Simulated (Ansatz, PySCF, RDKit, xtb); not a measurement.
**C4H7AlO2: ranking a sample of isomers**

A sample of isomers of C4H7AlO2 is drawn. Aim: find which of them has the lowest free energy at 298.15 K, then its properties. The sample is small against all isomers, and the most stable one of this formula need not be in it.

The funnel: GFN2-xTB relaxations, single points with a density functional, relaxations at r2SCAN-D4/def2-SVP, harmonic vibrations (at GFN2-xTB), and a last energy at a higher level. All values are calculated.

### Step 1. Drawing up candidates

Isomers were taken from a list of plausible structures; this is a sample, not all of them. That gives 4 candidates.

```tsv
label	SMILES	spin
c230	CC1=[O+][AlH2-][O]C=C1	singlet
c465	[AlH2][C]1=COCCO1	singlet
c620	[CH3][Al@@H-]1[O]C=CC=[O+]1	singlet
c920	CC1=C[O][AlH2-][O+]=C1	singlet
```

Candidates are built by distance geometry, with a force field where one applies, in up to four conformers (letters a to d).

**Question.** With final energies at CCSD(T)/def2-SVP + MP2/def2-TZVPP - MP2/def2-SVP, which structure will this search put lowest in free energy, and by what margin?

| quantity | value |
| --- | --- |
| lowest structure found | [CH3][Al@@H-]1[O]C=CC=[O+]1, singlet |
| next finalist | CC1=[O+][AlH2-][O]C=C1, singlet, 2.9 kcal/mol higher in G |
| share at equilibrium, among the finalists | 99.3 % |
| dipole moment (PBE0/def2-SVPD) | 4.00 D |
| HOMO energy (PBE0/def2-SVPD) | -7.16 eV |
| LUMO energy (PBE0/def2-SVPD) | -2.50 eV |
| HOMO–LUMO gap (PBE0/def2-SVPD) | 4.67 eV |
| lowest excitation (TD-PBE0/def2-SVPD) | 3.70 eV (f = 0.013) |
| strongest of the states computed, same level | 5.11 eV (f = 0.153) |
| lowest triplet excitation, same level, Tamm-Dancoff | 2.79 eV |
| vertical ionisation energy | 8.97 eV |
| vertical electron affinity | 0.61 eV |
| vertical triplet less singlet | +2.80 eV |

The search ends on `[CH3][Al@@H-]1[O]C=CC=[O+]1`. The margin, 2.9 kcal/mol, is modest. HF/STO-3G, r2SCAN-D4/def2-SVP, r2SCAN-D4/def2-SVP, relaxed and MP2/def2-SVP already put its bonding pattern lowest among the structures in one piece; GFN2-xTB and HF/def2-SVP favour the singlet CC1=[O+][AlH2-][O]C=C1. It still has an imaginary mode, so it is no strict minimum; a nearby shape lies a little lower. The search is not exhaustive (a finite list of starts, one conformer a finalist), so a lower isomer can't be ruled out. Only 4 drawn patterns were tried, so whole families of isomers are missing, and the result ranks this sample alone. The lowest isomer need not be the one that is made and kept in a bottle, which depends on barriers.
